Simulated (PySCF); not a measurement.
**How the numerical set-up moves the result for CsCl2⁻**

The method stays; parts of the set-up, such as the basis or the Hamiltonian, are changed.

Method: method and basis as typed in the scripts; program: PySCF 2.14.0.

## 1. Where the work starts

CsCl2⁻: 3 atoms, charge -1, spin multiplicity 1.

Bond lengths: Cs1–Cl2 3.187 Å, Cs1–Cl3 3.187 Å. Angles: Cl2–Cs1–Cl3 170.3°.

## 2. The base run

File input.py:

```python
from pyscf import gto, scf

mol = gto.M(
    atom='Cs 0 0 0.0503; Cl 3.1757 0 0.3185; Cl -3.1757 0 0.3185',
    basis='lanl2dz',
    ecp={'Cs': 'lanl2dz', 'Cl': 'lanl2dz'},
    charge=-1,
    spin=0,
    verbose=4,
)
mf = scf.RHF(mol)
mf.kernel()
mf.stability(internal=True, external=True)
mf.dip_moment()
print('orbital energies (hartree):', mf.mo_energy[..., max(0, mol.nelec[1]-3):mol.nelec[0]+3].round(4))
```

Launch:

```
$ OMP_NUM_THREADS=1 python input.py
```

The log of this run is left out.

It gives: E(SCF) = -49.209626 Eh, 8 cycles, internal stable; real -> complex stable; RHF/RKS -> UHF/UKS stable.

The dipole of an ion depends on the origin.

## 3. Def2-svp

Variant 1 changes basis set: lanl2dz → def2-svp. The core potential changes with it: totals don't compare.

File input.py:

```python
from pyscf import gto, scf

mol = gto.M(
    atom='Cs 0 0 0.0503; Cl 3.1757 0 0.3185; Cl -3.1757 0 0.3185',
    basis='def2-svp',
    ecp={'Cs': 'def2-svp'},
    charge=-1,
    spin=0,
    verbose=4,
)
mf = scf.RHF(mol)
mf.kernel()
mf.stability(internal=True, external=True)
mf.dip_moment()
print('orbital energies (hartree):', mf.mo_energy[..., max(0, mol.nelec[1]-3):mol.nelec[0]+3].round(4))
```

Launch:

```
$ OMP_NUM_THREADS=1 python input.py
```

## 4. Cartesian functions on

Variant 2 changes Cartesian functions: off → on.

input.py, as its differences from that of step 2:

```diff
@@ -8,2 +8,3 @@
     spin=0,
+    cart=True,
     verbose=4,
```

**Question.** What will these runs give? Wanted: for each run, E(SCF); from base; gap; after the SCF.

As calculated:

```csv
run,E(SCF) (hartree),from base (eV),cycles,gap (eV),functions,after the SCF
base,-49.209626,0,8,7.80,28,stable
def2-svp,-938.746205,not comparable,8,8.13,60,stable
Cartesian functions on,-49.209626,0.0000,8,7.80,28,stable
```

What this shows: No change of the SCF energy comes from Cartesian functions on. The basis has no d shells, so the Cartesian switch can't act.
